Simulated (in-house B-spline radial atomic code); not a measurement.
# Dy⁵⁷⁺: excited configurations

Aim: the energies of several excited configurations of Dy⁵⁷⁺ above a reference configuration, each from its own self-consistent run.

Program: in-house B-spline radial atomic code version 1. Level of theory: Dirac-Hartree-Fock, average of configuration, Fermi nucleus, basis-set limit. These are calculated values, not measurements, unless marked.

## (1) The atom as given

```
element       : dysprosium (Z = 66)
charge        : +57
electrons     : 9
configuration : [He] 2s2 2p5
Hamiltonian   : Dirac-Coulomb
nucleus       : Fermi, rms radius 5.222 fm
```

The outer shells:

[He] 2s2 2p5
```
[He] core
2s [↑↓]
2p [↑↓][↑↓][↑ ]
```

The boxes draw the filling by Hund's rule, which heavy ions in jj coupling don't follow; these runs average over all states of the configuration.

Settings, as recorded:

```ini
Z = 66
electrons = 9.0
configuration = [He] 2s2 2p5
hamiltonian = dirac
method = hf
spin_polarised = False
nucleus = fermi
rms_radius = 5.2218
mass_number = 164
atomic_mass = 163.929180819
speed_of_light = 137.035999084
```

From the earlier run of the reference: total energy -8150.876370 hartree. Levels, eight at most:

```csv
orbital,occupation,energy (eV),<r> (bohr)
1s1/2,2,-59032.7,0.02108
2s1/2,2,-13604.0,0.08712
2p1/2,1.66667,-13245.7,0.07250
2p3/2,3.33333,-12401.3,0.07907
```

## (2) Configuration [He] 2s1 2p5 5d1

Settings, as recorded:

```ini
Z = 66
electrons = 9.0
configuration = [He] 2s1 2p5 5d1
hamiltonian = dirac
method = hf
spin_polarised = False
nucleus = fermi
rms_radius = 5.2218
mass_number = 164
atomic_mass = 163.929180819
speed_of_light = 137.035999084
```

## (3) Configuration [He] 2s2 2p4 5f1

Changes to the settings of step 2:

```diff
@@ -2,3 +2,3 @@
 electrons = 9.0
-configuration = [He] 2s1 2p5 5d1
+configuration = [He] 2s2 2p4 5f1
 hamiltonian = dirac
```

## (4) [He] 2s1 2p5 3p1

Changes to the settings of step 3:

```diff
@@ -2,3 +2,3 @@
 electrons = 9.0
-configuration = [He] 2s2 2p4 5f1
+configuration = [He] 2s1 2p5 3p1
 hamiltonian = dirac
```

## (5) Configuration [He] 2s1 2p5 6d1

Changes to the settings of step 4:

```diff
@@ -2,3 +2,3 @@
 electrons = 9.0
-configuration = [He] 2s1 2p5 3p1
+configuration = [He] 2s1 2p5 6d1
 hamiltonian = dirac
```

## (6) Configuration [He] 2s1 2p5 4d1

Changes to the settings of step 5:

```diff
@@ -2,3 +2,3 @@
 electrons = 9.0
-configuration = [He] 2s1 2p5 6d1
+configuration = [He] 2s1 2p5 4d1
 hamiltonian = dirac
```

**Question.** How far above the reference does each configuration lie (order and size, in eV)?

The runs gave:

| net move | configuration | energy above the reference (eV) | with Breit, QED, recoil (eV) | largest <r> (bohr) |
| --- | --- | --- | --- | --- |
| 2s → 3p | [He] 2s1 2p5 3p1 | 8158.05 | 8134.95 | 0.203 |
| 2s → 4d | [He] 2s1 2p5 4d1 | 10683.6 | 10656.3 | 0.354 |
| 2p → 5f | [He] 2s2 2p4 5f1 | 10838.1 | 10818.1 | 0.539 |
| 2s → 5d | [He] 2s1 2p5 5d1 | 11739.0 | 11711.3 | 0.584 |
| 2s → 6d | [He] 2s1 2p5 6d1 | 12311.0 | 12283.1 | 0.866 |

Quantum defects of the promoted electron, δ = n − ζ/√(−2ε) with ζ = 58 and ε its orbital energy in hartree:

| promotion | δ |
| --- | --- |
| 2s → 3p | 0.100 |
| 2s → 4d | 0.040 |
| 2p → 5f | 0.015 |
| 2s → 5d | 0.043 |
| 2s → 6d | 0.046 |

What this shows: The lowest of them is 2s → 3p at 8158.05 eV and the highest 2s → 6d at 12311.0 eV. Of those tabulated, the defect is largest for 3p (0.10) and least for 5f (0.01); at this charge much of the defect is relativistic. Two partly filled shells share a symmetry and can mix in the average, which may lower the energy, for: 2s → 3p. These are averages over configurations, without correlation, not spectroscopic levels.
